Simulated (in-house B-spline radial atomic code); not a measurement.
**Ni: a fraction of an electron added to 3d**

Aim: the energy of Ni as a fraction of an electron is added to 3d, to see how far it bends away from a straight line.

The numbers are computed with in-house B-spline radial atomic code version 1 (scalar-relativistic (spin-free one-electron X2C) M06-2X, spin-polarised, spherical fractional occupations, Fermi nucleus, basis-set limit), except any that are marked as measured or tabulated.

## Step 1: The system

* element: nickel (Z = 28)
* charge: 0
* electrons: 28
* configuration: [Ar] 3d8 4s2
* Hamiltonian: scalar-relativistic (X2C)
* nucleus: Fermi, rms radius 3.776 fm

Outer shells as boxes (Hund's rule):

[Ar] 3d8 4s2
```
[Ar] core
3d [↑↓][↑↓][↑↓][↑ ][↑ ]
4s [↑↓]
```

Where spins are not typed, each open shell is filled with up spins first.

## Step 2: The start, at fraction 0

Settings, as recorded:

```ini
Z = 28
electrons = 28.0
configuration = [Ar] 3d8 4s2
hamiltonian = x2c
method = m062x
spin_polarised = True
nucleus = fermi
rms_radius = 3.7757
mass_number = 58
atomic_mass = 57.93534165
speed_of_light = 137.035999084
```

## Step 3: 0.1 electron added to 3d

Changes to the settings of step 2:

```diff
@@ -1,4 +1,4 @@
 Z = 28
-electrons = 28.0
-configuration = [Ar] 3d8 4s2
+electrons = 28.1
+configuration = [Ar] 3d8.1 4s2
 hamiltonian = x2c
```

## Step 4: 0.2 electron added to 3d

Changes to the settings of step 3:

```diff
@@ -1,4 +1,4 @@
 Z = 28
-electrons = 28.1
-configuration = [Ar] 3d8.1 4s2
+electrons = 28.2
+configuration = [Ar] 3d8.2 4s2
 hamiltonian = x2c
```

## Step 5: 0.3 electron added to 3d

Changes to the settings of step 4:

```diff
@@ -1,4 +1,4 @@
 Z = 28
-electrons = 28.2
-configuration = [Ar] 3d8.2 4s2
+electrons = 28.3
+configuration = [Ar] 3d8.3 4s2
 hamiltonian = x2c
```

## Step 6: 0.4 electron added to 3d

Changes to the settings of step 5:

```diff
@@ -1,4 +1,4 @@
 Z = 28
-electrons = 28.3
-configuration = [Ar] 3d8.3 4s2
+electrons = 28.4
+configuration = [Ar] 3d8.4 4s2
 hamiltonian = x2c
```

## Step 7: 0.5 electron added to 3d

Changes to the settings of step 6:

```diff
@@ -1,4 +1,4 @@
 Z = 28
-electrons = 28.4
-configuration = [Ar] 3d8.4 4s2
+electrons = 28.5
+configuration = [Ar] 3d8.5 4s2
 hamiltonian = x2c
```

## Step 8: 0.6 electron added to 3d

Changes to the settings of step 7:

```diff
@@ -1,4 +1,4 @@
 Z = 28
-electrons = 28.5
-configuration = [Ar] 3d8.5 4s2
+electrons = 28.6
+configuration = [Ar] 3d8.6 4s2
 hamiltonian = x2c
```

## Step 9: 0.7 electron added to 3d

Changes to the settings of step 8:

```diff
@@ -1,4 +1,4 @@
 Z = 28
-electrons = 28.6
-configuration = [Ar] 3d8.6 4s2
+electrons = 28.7
+configuration = [Ar] 3d8.7 4s2
 hamiltonian = x2c
```

## Step 10: 0.8 electron added to 3d

Changes to the settings of step 9:

```diff
@@ -1,4 +1,4 @@
 Z = 28
-electrons = 28.7
-configuration = [Ar] 3d8.7 4s2
+electrons = 28.8
+configuration = [Ar] 3d8.8 4s2
 hamiltonian = x2c
```

**Question.** How does the energy change with the fraction, and which way and how far does it bend from the straight line between the ends?

The runs gave:

| fraction | energy change (eV) | less the straight line (eV) | level 3d down (eV) | sum of <r²> (bohr²) |
| --- | --- | --- | --- | --- |
| 0 | 0.0000 | 0.0000 | -8.414 | 37.211 |
| 0.1 | -0.7906 | -0.3141 | -7.405 | 38.701 |
| 0.2 | -1.4825 | -0.5295 | -6.438 | 40.372 |
| 0.3 | -2.0797 | -0.6502 | -5.513 | 42.250 |
| 0.4 | -2.5866 | -0.6806 | -4.632 | 44.379 |
| 0.5 | -3.0076 | -0.6251 | -3.798 | 46.851 |
| 0.6 | -3.3482 | -0.4892 | -3.023 | 49.815 |
| 0.7 | -3.6142 | -0.2787 | -2.309 | 53.443 |
| 0.8 | -3.8120 | 0.0000 | -1.659 | 58.006 |

**Reading.** From fraction 0 to 0.8 the energy changes by -3.812 eV. It sags under the straight line by up to 0.68 eV (at 0.4); exact theory is straight between whole electron numbers, so this convex bend is an error (delocalisation) that favours fractional charges. The path stops at 0.8, so the line is drawn to that point and not to a whole electron. Here exact exchange is taken at spherical fractional occupations, which leaves self-interaction in open p, d and f shells; that spoils the energies somewhat, at whole numbers too.
